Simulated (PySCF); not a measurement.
# CH₁₀N₂OSi₂: a tour of settings

Aim: see how CH₁₀N₂OSi₂ (`CO[Si](N)(N)[SiH3]`) answers to the choice of functional, basis, grid and SCF options, and what happens with inputs that are wrong on purpose.

The runs use PySCF 2.14.0, with density-fitted response routines of our own; the level of theory stands in each step. All values are computed, except where a source is named. Atoms are numbered from 0 throughout.

### Step 1. The molecule as given

16 atoms, charge 0, multiplicity 1; geometry from: GFN2-xTB.

Bonds of the start (Å): C0–O1 1.39, O1–Si2 1.64, Si2–N3 1.73, Si2–N4 1.73, Si2–Si5 2.29, C0–H6 1.09, C0–H7 1.09, C0–H8 1.09, N3–H9 1.01, N3–H10 1.01, N4–H11 1.01, N4–H12 1.01, Si5–H13 1.47, Si5–H14 1.47, Si5–H15 1.47.

### Step 2. Nuclear shieldings: PBE0/pcSseg-1

Job settings and geometry (Å):

```
{"job": {"kind": "nmr", "xc": "PBE0", "basis": "pcSseg-1"}, "charge": 0, "multiplicity": 1}
C      1.685925     1.425537    -0.608166
O      0.760511     1.126789     0.391263
Si    -0.199367    -0.201471     0.481363
N      0.866035    -1.566957     0.568501
N     -1.135115    -0.016669     1.927064
Si    -1.582267    -0.467276    -1.327533
H      2.433617     0.633800    -0.697891
H      1.187224     1.544772    -1.574397
H      2.180395     2.360870    -0.340844
H      1.684494    -1.495746     1.154265
H      0.458921    -2.480727     0.677166
H     -0.639304     0.099354     2.797958
H     -1.910147     0.625699     1.909386
H     -0.877264    -0.412218    -2.617479
H     -2.306452    -1.742556    -1.327201
H     -2.614805     0.575743    -1.424867
```

Method: GIAO PBE0/pcSseg-1 NMR shielding, non-relativistic, gas phase.

On the command line:

```console
OMP_NUM_THREADS=1 python probes_run.py task.json out
```

One launch serves the whole session: the jobs run in the order shown.

Standard output:

```text
coarse grid: 13744 points
cycle   1  E = -807.2066367643  dE =  4.985e-01  |g| = 8.134e-01  |ddm| = 3.476e+00
cycle   2  E = -807.0634707707  dE =  1.432e-01  |g| = 1.188e+00  |ddm| = 1.727e+00
cycle   3  E = -807.3315260474  dE = -2.681e-01  |g| = 1.157e-01  |ddm| = 1.215e+00
cycle   4  E = -807.3334929339  dE = -1.967e-03  |g| = 5.355e-02  |ddm| = 1.167e-01
cycle   5  E = -807.3340412768  dE = -5.483e-04  |g| = 7.074e-03  |ddm| = 4.294e-02
cycle   6  E = -807.3340524214  dE = -1.114e-05  |g| = 1.616e-03  |ddm| = 8.084e-03
cycle   7  E = -807.3340529897  dE = -5.682e-07  |g| = 3.159e-04  |ddm| = 1.771e-03
final grid: 121976 points
cycle   8  E = -807.3715310462  dE = -1.838e-05  |g| = 1.115e-02  |ddm| = 1.978e-02
cycle   9  E = -807.3715071149  dE =  2.393e-05  |g| = 1.597e-02  |ddm| = 1.668e-02
cycle  10  E = -807.3715544126  dE = -4.730e-05  |g| = 1.398e-03  |ddm| = 1.062e-02
cycle  11  E = -807.3715548226  dE = -4.099e-07  |g| = 1.939e-04  |ddm| = 1.416e-03
cycle  12  E = -807.3715548284  dE = -5.821e-09  |g| = 8.136e-05  |ddm| = 2.200e-04
cycle  13  E = -807.3715548296  dE = -1.234e-09  |g| = 2.127e-05  |ddm| = 6.569e-05
cycle  14  E = -807.3715548297  dE = -8.890e-11  |g| = 3.580e-06  |ddm| = 1.917e-05
converged SCF energy = -807.3715548297

GIAO shielding tensors (ppm)
atom      isotropic    diamagn.    paramagn.     s11        s22        s33       span
  0 C      134.199     243.698    -109.498    108.130    110.459    184.009     75.878
  1 O      297.181     400.282    -103.101    254.677    306.479    330.389     75.712
  2 Si     368.746     881.075    -512.329    342.304    377.212    386.723     44.419
  3 N      240.278     319.454     -79.176    206.702    247.230    266.902     60.200
  4 N      222.489     319.903     -97.414    197.193    207.392    262.882     65.689
  5 Si     484.896     881.950    -397.054    478.743    483.736    492.209     13.466
  6 H       27.941      29.903      -1.961     23.312     26.288     34.225     10.912
  7 H       27.958      30.162      -2.204     23.281     26.484     34.108     10.828
  8 H       27.856      28.344      -0.488     23.406     25.461     34.700     11.294
  9 H       31.175      32.021      -0.845     24.625     26.974     41.926     17.301
 10 H       31.516      31.692      -0.176     24.722     27.397     42.430     17.708
 11 H       30.834      31.481      -0.647     24.717     26.396     41.390     16.673
 12 H       30.899      32.222      -1.323     24.558     26.974     41.165     16.607
 13 H       28.377      30.158      -1.781     24.849     26.657     33.625      8.776
 14 H       28.672      29.710      -1.039     25.233     26.506     34.276      9.044
 15 H       28.667      30.075      -1.408     25.218     26.323     34.462      9.244
```

Wall time 20 s (1 thread of Arm Neoverse V1, shared host); peak memory 0.77 GiB.

Shifts follow as δ = σ(reference) − σ, with reference shieldings (ppm) from runs at the same level and on the same kind of geometry: 1H TMS 31.72, 13C TMS 186.9, 29Si TMS 349.2, 15N NH3 267.7, 17O H2O 336.1. The references are single molecules in the gas phase, so shifts against H2O, NH3, PH3, H3PO4 or CFCl3 are not on the usual liquid scales and can be off by tens of ppm. Atoms listed in one row are averaged.

```
            atoms                              environment  σ (ppm)  δ (ppm)  δ scaled to CDCl3
               C0                methyl carbon bonded to O    134.2     52.7               49.5
       H6, H7, H8  hydrogen on a methyl carbon bonded to O    27.92     3.80               3.69
    H13, H14, H15       hydrogen on a silicon bonded to Si    28.57     3.14                  –
H9, H10, H11, H12      hydrogen on a nitrogen bonded to Si    31.11     0.61                  –
               O1                   oxygen bonded to C, Si    297.2     38.9                  –
              Si2             silicon bonded to 2 N, O, Si    368.7    -19.6                  –
              Si5                silicon bonded to Si, 3 H    484.9   -135.7                  –
           N3, N4               nitrogen bonded to Si, 2 H    231.4     36.3                  –
```

The scaled column applies a straight-line fit of computed shieldings to shifts measured in CDCl3 (root-mean-square error 0.16 ppm for H, 1.9 ppm for C).

Charges from the same density, by scheme (e):

```
 atoms  Mulliken    IAO  Hirshfeld  ESP fit
    C0     -0.01  -0.19      -0.04     0.01
    O1     -0.63  -0.65      -0.24    -0.51
   Si2      0.94   1.20       0.40     1.04
N3, N4     -0.63  -0.86      -0.33    -1.12
   Si5      0.09   0.20       0.19     0.13
```

Mayer bond orders: C0–O1 0.91, O1–Si2 0.96, Si2–N3 1.00, Si2–N4 1.06, Si2–Si5 0.91.

### Step 3. Excited states and response: PBE0/def2-SVPD

Same as in step 2 but for these lines:

```diff
@@ -1,2 +1,2 @@
-{"job": {"kind": "nmr", "xc": "PBE0", "basis": "pcSseg-1"}, "charge": 0, "multiplicity": 1}
+{"job": {"kind": "uv", "xc": "PBE0", "basis": "def2-SVPD", "nstates": 6, "ntriplets": 2}, "charge": 0, "multiplicity": 1}
 C      1.685925     1.425537    -0.608166
```

Method: TDDFT PBE0/def2-SVPD, vertical, gas phase, core orbitals frozen in the response.

Standard output:

```text
coarse grid: 13744 points
cycle   1  E = -806.8707181705  dE =  4.517e-01  |g| = 7.702e-01  |ddm| = 5.389e+00
cycle   2  E = -806.7119021333  dE =  1.588e-01  |g| = 1.173e+00  |ddm| = 3.283e+00
cycle   3  E = -806.9899961273  dE = -2.781e-01  |g| = 1.109e-01  |ddm| = 1.730e+00
cycle   4  E = -806.9918726536  dE = -1.877e-03  |g| = 5.482e-02  |ddm| = 2.085e-01
cycle   5  E = -806.9924931610  dE = -6.205e-04  |g| = 7.249e-03  |ddm| = 1.068e-01
cycle   6  E = -806.9925063639  dE = -1.320e-05  |g| = 1.575e-03  |ddm| = 1.461e-02
cycle   7  E = -806.9925069719  dE = -6.080e-07  |g| = 3.721e-04  |ddm| = 2.823e-03
final grid: 121976 points
cycle   8  E = -807.0900881055  dE = -2.188e-05  |g| = 1.035e-02  |ddm| = 8.757e-02
cycle   9  E = -807.0900649630  dE =  2.314e-05  |g| = 1.502e-02  |ddm| = 3.444e-02
cycle  10  E = -807.0901099637  dE = -4.500e-05  |g| = 1.341e-03  |ddm| = 2.050e-02
cycle  11  E = -807.0901103769  dE = -4.132e-07  |g| = 1.601e-04  |ddm| = 1.492e-03
cycle  12  E = -807.0901103807  dE = -3.838e-09  |g| = 9.393e-05  |ddm| = 6.134e-04
cycle  13  E = -807.0901103826  dE = -1.893e-09  |g| = 1.784e-05  |ddm| = 1.664e-04
cycle  14  E = -807.0901103827  dE = -7.390e-11  |g| = 2.811e-06  |ddm| = 4.069e-05
converged SCF energy = -807.0901103827

Static polarisability (au): isotropic 87.364, principal 80.430 87.996 93.667

Singlet excitations
state   eV       nm        f      main configurations
  1   6.4811    191.3   0.04297   H->L 0.81
  2   6.5955    188.0   0.02272   H->L+2 0.68, H->L+1 0.10
  3   6.6554    186.3   0.00772   H->L+1 0.81, H->L+2 0.12
  4   6.9599    178.1   0.00849   H-1->L 0.47, H-2->L+1 0.23, H-2->L 0.14
  5   6.9981    177.2   0.04061   H-1->L+1 0.39, H-2->L+1 0.35, H-1->L 0.17
  6   7.0515    175.8   0.02242   H-1->L+2 0.81

Triplet excitations (Tamm-Dancoff, eV): 5.9895 6.1353
```

Wall time 33 s (1 thread of Arm Neoverse V1, shared host); peak memory 0.87 GiB.

The orbitals next to the gap, with their largest atomic shares:

| orbital | eV | atoms |
| --- | --- | --- |
| HOMO−3 | -8.64 | O1 50 %, C0 14 %, H6 8 % |
| HOMO−2 | -7.87 | O1 28 %, N3 27 %, Si2 10 % |
| HOMO−1 | -7.77 | N4 38 %, O1 13 %, Si2 13 % |
| HOMO | -7.38 | N3 35 %, N4 32 %, Si2 7 % |
| LUMO | 0.35 | Si2 20 %, Si5 19 %, H9 10 % |
| LUMO+1 | 0.39 | Si5 32 %, Si2 17 %, H14 12 % |
| LUMO+2 | 0.50 | Si5 33 %, Si2 15 %, H13 10 % |

With each of the 6 states as a Gaussian band of 0.4 eV half-width at 1/e, the curve within the window shown has maxima at 183 nm (ε 4,100) L/(mol cm). Beyond the last state computed it falls off for lack of states. The curve at chosen wavelengths:

```json
{"nm": "169", "ε (L/mol/cm)": "1459"}
{"nm": "171", "ε (L/mol/cm)": "2050"}
{"nm": "172", "ε (L/mol/cm)": "2353"}
{"nm": "174", "ε (L/mol/cm)": "2928"}
{"nm": "176", "ε (L/mol/cm)": "3409"}
{"nm": "177", "ε (L/mol/cm)": "3602"}
{"nm": "179", "ε (L/mol/cm)": "3886"}
{"nm": "181", "ε (L/mol/cm)": "4044"}
{"nm": "182", "ε (L/mol/cm)": "4083"}
{"nm": "184", "ε (L/mol/cm)": "4090"}
{"nm": "186", "ε (L/mol/cm)": "4015"}
{"nm": "187", "ε (L/mol/cm)": "3946"}
{"nm": "189", "ε (L/mol/cm)": "3747"}
{"nm": "191", "ε (L/mol/cm)": "3465"}
{"nm": "193", "ε (L/mol/cm)": "3107"}
{"nm": "194", "ε (L/mol/cm)": "2906"}
{"nm": "196", "ε (L/mol/cm)": "2475"}
{"nm": "198", "ε (L/mol/cm)": "2032"}
{"nm": "199", "ε (L/mol/cm)": "1816"}
{"nm": "201", "ε (L/mol/cm)": "1411"}
{"nm": "203", "ε (L/mol/cm)": "1057"}
{"nm": "204", "ε (L/mol/cm)": "903"}
{"nm": "206", "ε (L/mol/cm)": "643"}
{"nm": "208", "ε (L/mol/cm)": "442"}
{"nm": "209", "ε (L/mol/cm)": "363"}
{"nm": "211", "ε (L/mol/cm)": "238"}
```

Ground-state properties from the same run:

| property | computed |
| --- | --- |
| dipole moment (D) | 1.35 |
| polarisability (Å³) | 12.95 |
| HOMO–LUMO gap (eV) | 7.73 |
| −ε(HOMO) (eV) | 7.38 |

### Step 4. TDDFT and polarisability: PBE0/def2-SVPD

Same as in step 3 but for these lines:

```diff
@@ -1,2 +1,2 @@
-{"job": {"kind": "uv", "xc": "PBE0", "basis": "def2-SVPD", "nstates": 6, "ntriplets": 2}, "charge": 0, "multiplicity": 1}
+{"job": {"kind": "uv", "xc": "PBE0", "basis": "def2-SVPD", "nstates": 1, "ntriplets": 5, "tda": false}, "charge": 0, "multiplicity": 1}
 C      1.685925     1.425537    -0.608166
```

With the program's defaults for keys left out, this is: TDDFT PBE0/def2-SVPD, vertical, gas phase, core orbitals frozen in the response.

Standard output:

```text
coarse grid: 13744 points
cycle   1  E = -806.8707181705  dE =  4.517e-01  |g| = 7.702e-01  |ddm| = 5.389e+00
cycle   2  E = -806.7119021333  dE =  1.588e-01  |g| = 1.173e+00  |ddm| = 3.283e+00
cycle   3  E = -806.9899961273  dE = -2.781e-01  |g| = 1.109e-01  |ddm| = 1.730e+00
cycle   4  E = -806.9918726536  dE = -1.877e-03  |g| = 5.482e-02  |ddm| = 2.085e-01
cycle   5  E = -806.9924931610  dE = -6.205e-04  |g| = 7.249e-03  |ddm| = 1.068e-01
cycle   6  E = -806.9925063639  dE = -1.320e-05  |g| = 1.575e-03  |ddm| = 1.461e-02
cycle   7  E = -806.9925069719  dE = -6.080e-07  |g| = 3.721e-04  |ddm| = 2.823e-03
final grid: 121976 points
cycle   8  E = -807.0900881055  dE = -2.188e-05  |g| = 1.035e-02  |ddm| = 8.757e-02
cycle   9  E = -807.0900649630  dE =  2.314e-05  |g| = 1.502e-02  |ddm| = 3.444e-02
cycle  10  E = -807.0901099637  dE = -4.500e-05  |g| = 1.341e-03  |ddm| = 2.050e-02
cycle  11  E = -807.0901103769  dE = -4.132e-07  |g| = 1.601e-04  |ddm| = 1.492e-03
cycle  12  E = -807.0901103807  dE = -3.838e-09  |g| = 9.393e-05  |ddm| = 6.134e-04
cycle  13  E = -807.0901103826  dE = -1.893e-09  |g| = 1.784e-05  |ddm| = 1.664e-04
cycle  14  E = -807.0901103827  dE = -7.390e-11  |g| = 2.811e-06  |ddm| = 4.069e-05
converged SCF energy = -807.0901103827

Static polarisability (au): isotropic 87.364, principal 80.430 87.996 93.667

Singlet excitations
state   eV       nm        f      main configurations
  1   6.4811    191.3   0.04297   H->L 0.81

Triplet excitations (Tamm-Dancoff, eV): 5.9895 6.1352 6.2336 6.4594 6.5576
```

Run time: 27 s. Hardware: 1 thread of Arm Neoverse V1, shared host; peak memory 0.79 GiB.

In short: HOMO -7.38 eV, LUMO 0.35 eV; lowest singlet 6.48 eV.

### Step 5. Shielding tensors: PBE0/pcSseg-1

Same as in step 4 but for these lines:

```diff
@@ -1,2 +1,2 @@
-{"job": {"kind": "uv", "xc": "PBE0", "basis": "def2-SVPD", "nstates": 1, "ntriplets": 5, "tda": false}, "charge": 0, "multiplicity": 1}
+{"job": {"kind": "nmr", "xc": "PBE0", "basis": "pcSseg-1", "pop": false, "scf": {"max_cycle": 5}}, "charge": 0, "multiplicity": 1}
 C      1.685925     1.425537    -0.608166
```

With the program's defaults for keys left out, this is: GIAO PBE0/pcSseg-1 NMR shielding, non-relativistic, gas phase.

Standard output:

```text
final grid: 121976 points
cycle   1  E = -807.2446219366  dE =  4.982e-01  |g| = 8.132e-01  |ddm| = 3.475e+00
cycle   2  E = -807.1003298381  dE =  1.443e-01  |g| = 1.190e+00  |ddm| = 1.731e+00
cycle   3  E = -807.3689583070  dE = -2.686e-01  |g| = 1.171e-01  |ddm| = 1.222e+00
cycle   4  E = -807.3709845994  dE = -2.026e-03  |g| = 5.392e-02  |ddm| = 1.183e-01
cycle   5  E = -807.3715432868  dE = -5.587e-04  |g| = 7.006e-03  |ddm| = 4.316e-02
SCF not converged, last energy = -807.3715432868
```

Wall time 5.7 s (1 thread of Arm Neoverse V1, shared host); peak memory 0.68 GiB.

Diagnosis: The cap of 5 cycles ended the SCF at a gradient of 7.0e-03. Cure: raise the cap. Numbers printed on the way are no properties of the molecule.

### Step 6. Shielding tensors: HF/6-311+G(2d,p)

Same as in step 5 but for these lines:

```diff
@@ -1,2 +1,2 @@
-{"job": {"kind": "nmr", "xc": "PBE0", "basis": "pcSseg-1", "pop": false, "scf": {"max_cycle": 5}}, "charge": 0, "multiplicity": 1}
+{"job": {"kind": "nmr", "xc": "HF", "basis": "6-311+G(2d,p)", "pop": false, "scf": {"guess": "sap"}}, "charge": 0, "multiplicity": 1}
 C      1.685925     1.425537    -0.608166
```

Level: GIAO HF/6-311+G(2d,p) NMR shielding, non-relativistic, gas phase.

Standard output:

```text
final grid: 121976 points
cycle   1  E = -804.6449882196  dE = -1.260e+00  |g| = 1.857e+00  |ddm| = 1.429e+01
cycle   2  E = -805.2025995027  dE = -5.576e-01  |g| = 1.266e+00  |ddm| = 1.382e+01
cycle   3  E = -805.4999058342  dE = -2.973e-01  |g| = 1.059e-01  |ddm| = 7.443e-01
cycle   4  E = -805.5047831809  dE = -4.877e-03  |g| = 3.936e-02  |ddm| = 4.849e-01
cycle   5  E = -805.5053857244  dE = -6.025e-04  |g| = 1.175e-02  |ddm| = 1.468e-01
cycle   6  E = -805.5054615962  dE = -7.587e-05  |g| = 4.150e-03  |ddm| = 4.318e-02
cycle   7  E = -805.5054688382  dE = -7.242e-06  |g| = 1.407e-03  |ddm| = 8.341e-03
cycle   8  E = -805.5054696986  dE = -8.604e-07  |g| = 3.027e-04  |ddm| = 3.764e-03
cycle   9  E = -805.5054697585  dE = -5.996e-08  |g| = 8.143e-05  |ddm| = 1.080e-03
cycle  10  E = -805.5054697625  dE = -3.924e-09  |g| = 2.903e-05  |ddm| = 2.045e-04
cycle  11  E = -805.5054697629  dE = -4.552e-10  |g| = 9.283e-06  |ddm| = 8.732e-05
converged SCF energy = -805.5054697629

GIAO shielding tensors (ppm)
atom      isotropic    diamagn.    paramagn.     s11        s22        s33       span
  0 C      146.851     239.576     -92.725    124.649    125.797    190.106     65.456
  1 O      318.238     386.941     -68.702    285.192    324.311    345.212     60.020
  2 Si     403.039     872.994    -469.954    383.247    408.105    417.767     34.520
  3 N      246.212     323.129     -76.917    220.426    252.135    266.074     45.648
  4 N      232.337     321.516     -89.179    211.355    222.335    263.321     51.966
  5 Si     494.191     878.727    -384.536    489.596    492.707    500.272     10.676
  6 H       28.824      29.892      -1.068     24.160     27.602     34.710     10.550
  7 H       28.900      29.812      -0.912     24.242     27.612     34.847     10.606
  8 H       28.795      30.259      -1.464     24.347     26.564     35.473     11.126
  9 H       31.924      33.780      -1.856     25.341     28.177     42.255     16.915
 10 H       32.174      32.851      -0.677     25.523     28.188     42.810     17.286
 11 H       31.687      33.304      -1.617     25.438     27.785     41.837     16.400
 12 H       31.881      33.518      -1.637     25.522     28.139     41.982     16.460
 13 H       28.880      30.145      -1.265     25.616     27.224     33.802      8.186
 14 H       29.103      29.652      -0.549     25.936     27.001     34.372      8.436
 15 H       29.109      30.042      -0.933     25.962     26.872     34.493      8.531
```

It took 17 s on 1 thread of Arm Neoverse V1, shared host; peak memory 0.85 GiB.

Key values: δ C0 47.5, O1 8.4, Si2 -17.2, Si5 -108.4, H6 3.57, H13 3.38 ppm (means over like atoms).

### Step 7. Comparing the runs: NMR shifts

Shifts (ppm) of some atoms, chosen among heavy atoms and hydrogens apart, means over like atoms, with basis size and wall time:

| run | C0 | H6 | H13 | O1 | Si2 | Si5 | N3 | functions | time |
| --- | --- | --- | --- | --- | --- | --- | --- | --- | --- |
| PBE0/pcSseg-1 | 52.7 | 3.80 | 3.14 | 38.9 | -19.6 | -135.7 | 36.3 | 166 | 20 s |
| HF/6-311+G(2d,p) | 47.5 | 3.57 | 3.38 | 8.4 | -17.2 | -108.4 | 22.9 | 238 | 17 s |

### Step 8. What came out

| quantity | value |
| --- | --- |
| 13C shifts against TMS (PBE0/pcSseg-1) | 52.7 ppm |
| 1H shifts against TMS (PBE0/pcSseg-1, means over atoms taken as alike) | 3.80, 3.14, 0.61 ppm |
| 17O shifts against H2O (PBE0/pcSseg-1) | 38.9 ppm |
| 29Si shifts against TMS (PBE0/pcSseg-1) | -19.6, -135.7 ppm |
| 15N shifts against NH3 (PBE0/pcSseg-1, means over atoms taken as alike) | 36.3 ppm |
| lowest singlet (PBE0/def2-SVPD) | 6.48 eV (191 nm), f = 0.043 |
| lowest triplet | 5.99 eV |
| range of the shift of O1 | 8.4 to 38.9 ppm |
| property runs in this session | 5, of which 1 failed and 0 gave unsound results |

In words: Single values in the summary come from the first sound run of each kind (PBE0/pcSseg-1; PBE0/def2-SVPD), which need not be the best level. The most deshielded hydrogen is H6, H7, H8 (mean) (hydrogen on a methyl carbon bonded to O), at 3.80 ppm: its carbon carries O, hence the downfield position. The lowest singlet, at 6.48 eV, is HOMO→LUMO 0.81 and is weak. The lowest triplet lies 0.49 eV below the lowest singlet (triplets in Tamm-Dancoff, singlets in full TDDFT). In ppm, O1 moves most: its shift spreads over 30.5 ppm, from 8.4 (HF/6-311+G(2d,p)) to 38.9 (PBE0/pcSseg-1). Part of that comes from the computed reference.
